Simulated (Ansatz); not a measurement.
# BiBrO: the cost of one run

Computed with Ansatz 0.2.0 (DFT PBEsol, scalar-relativistic, plane waves, PAW, unless a step's input says otherwise).

1 further run of the same task is left out (set aside as unsound or not needed).

### Step 1. Starting point

The structure is tetragonal, space group P4/nmm (No. 129). Conventional cell: a = 3.905 Å, b = 3.905 Å, c = 8.298 Å, α = 90.00°, β = 90.00°, γ = 90.00°. Bi (site symmetry 4mm) has 4 O at 2.32 Å and 4 Br at 3.16 Å as nearest neighbours. Around Br (site symmetry 4mm) lie 4 Bi at 3.16 Å. O (site symmetry -4m2) is surrounded by 4 Bi at 2.32 Å.

Structure file:

```xyz
6
Lattice="3.9053 0.0000 0.0000 0.0000 3.9053 0.0000 0.0000 0.0000 8.2977" Properties=species:S:1:pos:R:3 pbc="T T T"
Bi    0.0000    1.9526    1.2539
Bi    1.9526    0.0000    7.0438
Br    0.0000    1.9526    5.4987
Br    1.9526    0.0000    2.7990
O     0.0000    0.0000    0.0000
O     1.9526    1.9526    0.0000
```

It is the result of an earlier relaxation at this level (volume 21.09 Å³/atom; gap on the mesh: 2.13 eV).

### Step 2. What is varied

The energy is mapped over two homogeneous strains (x along [1 0 0], y along [0 1 0], z along [0 0 1] of the conventional cell).

The axes are (1) normal strain along x: 5 values from −15.0 %; (2) normal strain along z: 5 values from −7.0 %.

Nothing else is relaxed (fractional coordinates fixed). Energies count from the relaxed crystal. Points are written as (first, second).

### Step 3. Grid point (−15.0 %, 3.5 %)

File input.yaml:

```yaml
crystal:
  lattice:
    - [3.3194919983, 0.0, 0.0]
    - [0.0, 3.9052847039, 0.0]
    - [0.0, 0.0, 8.5880787771]
  atoms:
    - { symbol: Bi, position: [0.0, 0.5, 0.1511111843] }
    - { symbol: Bi, position: [0.5, 0.0, 0.8488888157] }
    - { symbol: Br, position: [0.0, 0.5, 0.6626818267] }
    - { symbol: Br, position: [0.5, 0.0, 0.3373181733] }
    - { symbol: O, position: [0.0, 0.0, 0.0] }
    - { symbol: O, position: [0.5, 0.5, 0.0] }
basis:
  ecutwfc: 520.0
kpoints:
  mp_grid: { grid: [8, 8, 4] }
hamiltonian:
  xc: pbesol
scf:
  occupations: { method: gaussian, width: 0.05 }
output:
  forces: true
  stress: true
  eigenvalues: true
```

The run is started by

```sh
$ ansatz run input.yaml --threads 2 --pin off --max-ram 4096MiB --backend cpu --events-out ev --progress --plain --runs-dir out
```

Q: Estimate wall time and peak memory on 2 threads of Arm Neoverse N1, shared host.

About 21 s, with a peak of 0.58 GiB.
